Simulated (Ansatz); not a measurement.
**C₂H₅AlClF: a ladder of functionals and wavefunction methods**

An exercise on one series of results from a longer session: the logs are not shown, and one member is left open.

Method: functionals in def2-TZVPP, the program's frozen cores in correlated methods; program: Ansatz 0.2.0, Gaussian basis.

The runs, in order: PBE-D4, r2SCAN-D4, PBE0-D4, B3LYP-D4, ωB97X-V, ωB97M-V, B2PLYP; CCSD(T)/def2-TZVPP; MP2/def2-QZVPP; extrapolation to the limit.

## The relaxed structure

The geometry comes from an earlier relaxation with PBE0-D4 in a triple-zeta def2 set; it is a stationary point, not always the lowest conformer.

10 atoms, charge 0, spin multiplicity 1.

Atoms are counted from 1 here; the program's logs count them from 0.

Bond lengths: F1–Al5 1.668 Å, C2–Cl3 1.707 Å, C2–C4 1.335 Å, C2–H6 1.084 Å, C4–H7 1.085 Å, C4–H8 1.083 Å, Al5–H9 1.581 Å, Al5–H10 1.584 Å. Angles: Cl3–C2–C4 123.4°, Cl3–C2–H6 113.8°, C4–C2–H6 122.7°, C2–C4–H7 119.2°, C2–C4–H8 121.9°, H7–C4–H8 118.8°, F1–Al5–H9 115.9°, F1–Al5–H10 117.1°, H9–Al5–H10 123.5°.

Set-up of the first run:

in.yaml reads:

```yaml
crystal:
  periodic: [false, false, false]
  atoms:
    - {symbol: F, position_ang: [1.339697, 1.695937, 0.775064]}
    - {symbol: C, position_ang: [0.109834, -1.242699, 0.225801]}
    - {symbol: Cl, position_ang: [-1.311806, -2.146474, 0.500737]}
    - {symbol: C, position_ang: [0.379345, -0.627838, -0.928592]}
    - {symbol: Al, position_ang: [-0.261885, 1.377329, 0.432857]}
    - {symbol: H, position_ang: [0.795098, -1.238694, 1.066204]}
    - {symbol: H, position_ang: [1.338928, -0.137378, -1.054879]}
    - {symbol: H, position_ang: [-0.299542, -0.668975, -1.770796]}
    - {symbol: H, position_ang: [-1.158092, 0.949106, 1.662469]}
    - {symbol: H, position_ang: [-0.848578, 1.988688, -0.905766]}
basis:
  gaussian: {orbitals: def2-TZVPP}
hamiltonian: {xc: pbe, dispersion: d4}
output: {forces: true, orbitals: {seedname: orbitals}}
```

The run is started by

```
ansatz run in.yaml --threads 4 --pin off --events-out ev --progress --plain --max-ram 10444MiB
```

Steps of the session up to this table: PBE-D4 (GGA); r2SCAN-D4 (meta-GGA); PBE0-D4 (hybrid); B3LYP-D4 (hybrid); ωB97X-V (range-separated); ωB97M-V (range-separated); B2PLYP (double hybrid); CCSD(T) in def2-TZVPP; MP2 in def2-QZVPP.

One table of the session follows, with a row left open; its other results are not shown here.

```
            method  atomisation energy (kcal/mol)
            PBE-D4                          851.8
         r2SCAN-D4                              ?
           PBE0-D4                          836.4
          B3LYP-D4                          835.6
           ωB97X-V                          838.5
           ωB97M-V                          840.6
            B2PLYP                          828.0
     HF/def2-TZVPP                          621.3
    MP2/def2-TZVPP                          834.2
   CCSD/def2-TZVPP                          805.2
CCSD(T)/def2-TZVPP                          818.1
           MP2/CBS                          855.9
       CCSD(T)/CBS                          839.9
```

**Question.** Estimate the row for r2SCAN-D4.

The run gave: atomisation energy (kcal/mol): 842.1. In the column «atomisation energy (kcal/mol)» it lies between ωB97M-V (840.6) and PBE-D4 (851.8).
